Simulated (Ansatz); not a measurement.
# C2H6AlCl: one species, many methods

One table from this session's results is given with a row withheld; the runs are named, their logs left out.

Computed with Ansatz 0.2.0, Gaussian basis. Level: functionals in def2-TZVPP, the program's frozen cores in correlated methods.

Plan: LDA (SPW92), PBE-D4, revPBE-D4, BLYP-D4, r2SCAN-D4, B97M-V, PBE0-D4, B3LYP-D4, r2SCANh-D4, r2SCAN0-D4, HSE06-D4, BHLYP-D4, CAM-B3LYP-D4, LC-ωPBE, ωB97X-V, ωB97M-V, B2PLYP, PBE-QIDH; CCSD(T)/def2-SVP; CCSD(T)/def2-TZVPP; MP2/def2-QZVPP; extrapolation to the limit; RPA on PBE.

**Structure used throughout**

All runs share one geometry, relaxed beforehand with PBE0-D4 in a triple-zeta def2 set.

10 atoms, charge 0, spin multiplicity 1.

Atoms are counted from 1 here; the program's logs count them from 0.

Bond lengths: C1–C2 1.500 Å, C1–H5 1.094 Å, C1–H6 1.092 Å, C1–H7 1.095 Å, C2–Al3 1.968 Å, C2–Cl4 1.897 Å, C2–H8 1.089 Å, Al3–Cl4 2.414 Å, Al3–H9 1.584 Å, Al3–H10 1.582 Å. Angles: C2–C1–H5 113.2°, C2–C1–H6 111.9°, C2–C1–H7 107.5°, H5–C1–H6 108.7°, H5–C1–H7 107.7°, H6–C1–H7 107.6°, C1–C2–Al3 125.2°, C1–C2–Cl4 109.7°, C1–C2–H8 112.9°, Al3–C2–Cl4 77.3°, Al3–C2–H8 118.4°, Cl4–C2–H8 102.5°, C2–Al3–Cl4 50.0°, C2–Al3–H9 116.5°, C2–Al3–H10 118.8°, Cl4–Al3–H9 109.0°, Cl4–Al3–H10 109.6°, H9–Al3–H10 124.4° and more.

Set-up of the first run:

in.yaml reads:

```yaml
crystal:
  periodic: [false, false, false]
  atoms:
    - {symbol: C, position_ang: [-1.061326, 0.911502, 0.117644]}
    - {symbol: C, position_ang: [0.055922, 0.158219, -0.540888]}
    - {symbol: Al, position_ang: [1.411982, -0.911443, 0.402058]}
    - {symbol: Cl, position_ang: [-0.496486, -1.621132, -0.895588]}
    - {symbol: H, position_ang: [-1.958556, 0.981294, -0.503761]}
    - {symbol: H, position_ang: [-1.335023, 0.475662, 1.080313]}
    - {symbol: H, position_ang: [-0.705484, 1.930346, 0.305461]}
    - {symbol: H, position_ang: [0.291765, 0.534138, -1.535590]}
    - {symbol: H, position_ang: [1.135112, -1.213443, 1.932080]}
    - {symbol: H, position_ang: [2.745096, -1.296346, -0.358829]}
basis:
  gaussian: {orbitals: def2-TZVPP}
hamiltonian: {xc: lda}
output: {orbitals: {seedname: orbitals}}
```

Command:

```bash
$ ansatz run in.yaml --threads 2 --pin off --events-out ev --progress --plain --max-ram 4352MiB
```

Among the steps run: LDA; PBE-D4 (GGA); revPBE-D4 (GGA); BLYP-D4 (GGA); r2SCAN-D4 (meta-GGA); B97M-V (meta-GGA); PBE0-D4 (hybrid); B3LYP-D4 (hybrid); r2SCANh-D4 (hybrid); r2SCAN0-D4 (hybrid); HSE06-D4 (hybrid); BHLYP-D4 (hybrid); CAM-B3LYP-D4 (range-separated); LC-ωPBE (range-separated); ωB97X-V (range-separated); ωB97M-V (range-separated); B2PLYP (double hybrid); PBE-QIDH (double hybrid).

One of the session's tables, all rows but one given; the rest of the session is left out.

It belongs to the step «Frontier levels by functional». 

```
  functional  HOMO (eV)  gap (eV)
 LDA (SPW92)      -6.55      4.79
      PBE-D4      -6.45      4.91
   revPBE-D4      -6.41      4.96
     BLYP-D4      -6.34      4.92
   r2SCAN-D4      -6.72      5.49
      B97M-V      -6.84      5.51
     PBE0-D4      -7.71      7.08
    B3LYP-D4          ?         ?
  r2SCANh-D4      -7.19      6.30
  r2SCAN0-D4      -7.89      7.45
    HSE06-D4      -7.31      6.31
    BHLYP-D4      -8.90      9.06
CAM-B3LYP-D4      -9.08      9.38
     LC-ωPBE     -10.41     11.84
     ωB97X-V     -10.08     11.36
     ωB97M-V      -9.92     10.90
```

**Question.** Estimate the row for B3LYP-D4.

Worked estimate for «HOMO (eV)». Against the share of exact exchange, BLYP-D4 (0, -6.34), BHLYP-D4 (0.5, -8.90) give a slope of -5.12 per unit share; at 0.2 the line stands at -7.36.

The run gave: HOMO (eV): -7.51; gap (eV): 6.64. In «HOMO (eV)» the line misses by +0.15.
